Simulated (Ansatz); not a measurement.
# CH5AlBrNSi: one species, many methods

The task here is to estimate one member of a computed series from the others.

Program: Ansatz 0.2.0, Gaussian basis. Level of theory: functionals in def2-TZVPP, the program's frozen cores in correlated methods. These are calculated values, not measurements.

The runs, in order: LDA (SPW92), PBE-D4, revPBE-D4, BLYP-D4, r2SCAN-D4, B97M-V, PBE0-D4, B3LYP-D4, r2SCANh-D4, r2SCAN0-D4, HSE06-D4, BHLYP-D4, CAM-B3LYP-D4, LC-ωPBE, ωB97X-V, ωB97M-V, B2PLYP, PBE-QIDH; CCSD(T)/def2-SVP; CCSD(T)/def2-TZVPP; MP2/def2-QZVPP; extrapolation to the limit; RPA on PBE.

### The geometry

The geometry comes from an earlier relaxation with PBE0-D4 in a triple-zeta def2 set; it is a stationary point, not always the lowest conformer.

SMILES `C=[N][AlH][SiH2]Br`, 10 atoms, charge 0, spin multiplicity 1.

Atoms are counted from 1 here; the program's logs count them from 0.

Bond lengths: C1–N2 1.243 Å, C1–H6 1.100 Å, C1–H7 1.100 Å, N2–Al3 1.742 Å, Al3–Si4 2.451 Å, Al3–H8 1.581 Å, Si4–Br5 2.244 Å, Si4–H9 1.489 Å, Si4–H10 1.489 Å. Angles: N2–C1–H6 122.4°, N2–C1–H7 122.4°, H6–C1–H7 115.3°, C1–N2–Al3 176.2°, N2–Al3–Si4 113.3°, N2–Al3–H8 119.2°, Si4–Al3–H8 127.4°, Al3–Si4–Br5 108.6°, Al3–Si4–H9 114.1°, Al3–Si4–H10 114.1°, Br5–Si4–H9 106.4°, Br5–Si4–H10 106.4°, H9–Si4–H10 106.7°.

The first run:

in.yaml reads:

```yaml
crystal:
  periodic: [false, false, false]
  atoms:
    - {symbol: C, position_ang: [0.808863, -1.742480, -1.518678]}
    - {symbol: N, position_ang: [0.096322, -1.303716, -0.599922]}
    - {symbol: Al, position_ang: [-0.851015, -0.585470, 0.673595]}
    - {symbol: Si, position_ang: [-0.330840, 1.778699, 1.055511]}
    - {symbol: Br, position_ang: [1.266012, 2.404502, -0.390803]}
    - {symbol: H, position_ang: [0.497268, -1.708326, -2.573001]}
    - {symbol: H, position_ang: [1.794983, -2.193710, -1.334757]}
    - {symbol: H, position_ang: [-1.913198, -1.471707, 1.438914]}
    - {symbol: H, position_ang: [-1.481302, 2.697937, 0.835243]}
    - {symbol: H, position_ang: [0.196006, 2.073169, 2.416700]}
basis:
  gaussian: {orbitals: def2-TZVPP}
hamiltonian: {xc: lda}
output: {orbitals: {seedname: orbitals}}
```

Among the steps run: LDA; PBE-D4 (GGA); revPBE-D4 (GGA); BLYP-D4 (GGA); r2SCAN-D4 (meta-GGA); B97M-V (meta-GGA); PBE0-D4 (hybrid); B3LYP-D4 (hybrid); r2SCANh-D4 (hybrid); r2SCAN0-D4 (hybrid); HSE06-D4 (hybrid); BHLYP-D4 (hybrid); CAM-B3LYP-D4 (range-separated); LC-ωPBE (range-separated); ωB97X-V (range-separated); ωB97M-V (range-separated); B2PLYP (double hybrid); PBE-QIDH (double hybrid).

One table of the session follows, with a row left open; its other results are not shown here.

It belongs to the step «Frontier levels by functional». 

| functional | HOMO (eV) | LUMO (eV) | gap (eV) |
| --- | --- | --- | --- |
| LDA (SPW92) | -5.90 | -2.56 | 3.34 |
| PBE-D4 | -5.77 | -2.30 | 3.47 |
| revPBE-D4 | -5.71 | -2.20 | 3.51 |
| BLYP-D4 | -5.65 | -2.14 | 3.51 |
| r2SCAN-D4 | -5.98 | -2.07 | 3.91 |
| B97M-V | -6.05 | -2.09 | 3.96 |
| PBE0-D4 | -6.98 | -1.40 | 5.58 |
| B3LYP-D4 | -6.78 | -1.56 | 5.22 |
| r2SCANh-D4 | -6.44 | -1.67 | 4.77 |
| r2SCAN0-D4 | -7.14 | -1.29 | 5.85 |
| HSE06-D4 | -6.58 | -1.77 | 4.81 |
| BHLYP-D4 | -8.16 | -0.60 | 7.55 |
| CAM-B3LYP-D4 | -8.34 | -0.42 | 7.92 |
| LC-ωPBE | -9.67 | 0.59 | 10.26 |
| ωB97X-V | ? | ? | ? |
| ωB97M-V | -9.27 | 0.25 | 9.52 |

Estimate the missing values for ωB97X-V.

As computed: HOMO (eV): -9.34; LUMO (eV): 0.49; gap (eV): 9.83. In the column «HOMO (eV)» it lies between LC-ωPBE (-9.67) and ωB97M-V (-9.27).
